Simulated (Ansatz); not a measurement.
# SbTeH3: single points off equilibrium

The task here is to estimate one member of a computed series from the others.

Program: Ansatz 0.2.0, Gaussian basis. Level of theory: single points in def2-TZVPP. These are calculated values, not measurements.

Correlated methods freeze the cores. Filled d shells of the heavier atoms are correlated. Core potentials replace the inner electrons past krypton, and spin-orbit coupling is left out.

## Where the work starts

SMILES `[SbH2][TeH]`, 5 atoms, charge 0, spin multiplicity 1.

Atoms are counted from 1 here; the program's logs count them from 0.

Bond lengths: Sb1–Te2 2.725 Å, Sb1–H3 1.611 Å, Sb1–H4 1.638 Å, Te2–H5 1.396 Å. Angles: Te2–Sb1–H3 95.5°, Te2–Sb1–H4 76.4°, H3–Sb1–H4 87.6°, Sb1–Te2–H5 95.6°.

Geometry (Å):

```
Sb   -0.9011   -0.9689   -0.4293
Te    0.3276    1.3923   -1.0121
H    -1.0569   -0.6753    1.1474
H     0.6818   -1.2781   -0.1460
H     1.0555    1.4649    0.1766
```

The first run:

The input, run/in.yaml:

```yaml
crystal:
  periodic: [false, false, false]
  atoms:
    - {symbol: Sb, position_ang: [-0.901100, -0.968900, -0.429300]}
    - {symbol: Te, position_ang: [0.327600, 1.392300, -1.012100]}
    - {symbol: H, position_ang: [-1.056900, -0.675300, 1.147400]}
    - {symbol: H, position_ang: [0.681800, -1.278100, -0.146000]}
    - {symbol: H, position_ang: [1.055500, 1.464900, 0.176600]}
basis:
  gaussian: {orbitals: def2-TZVPP}
correlation: {method: ccsd_t}
output: {forces: true}
```

No record of the launch command was kept for these runs.

Steps of the session up to this table: CCSD(T)/def2-TZVPP; PBE0-D4/def2-TZVPP; wB97M-V/def2-TZVPP; r2SCAN-D4/def2-TZVPP; PBE-D4/def2-TZVPP; B97M-V/def2-TZVPP; revPBE-D4/def2-TZVPP.

One of the session's tables, all rows but one given; the rest of the session is left out.

```
   method  RMS force component (eV/Å)  angle to CCSD(T) forces (°)  dipole (D)
  CCSD(T)                       3.023                    reference        1.36
  PBE0-D4                       3.112                          1.5        1.38
  wB97M-V                       3.047                          1.4        1.43
r2SCAN-D4                       3.099                          1.6        1.36
   PBE-D4                       3.193                          3.6        1.29
   B97M-V                           ?                            ?           ?
revPBE-D4                       3.213                          4.0        1.29
```

**Question.** Estimate the row for B97M-V.

As computed: RMS force component (eV/Å): 3.119; angle to CCSD(T) forces (°): 2.3; dipole (D): 1.31. In the column «RMS force component (eV/Å)» it lies between PBE0-D4 (3.112) and PBE-D4 (3.193).
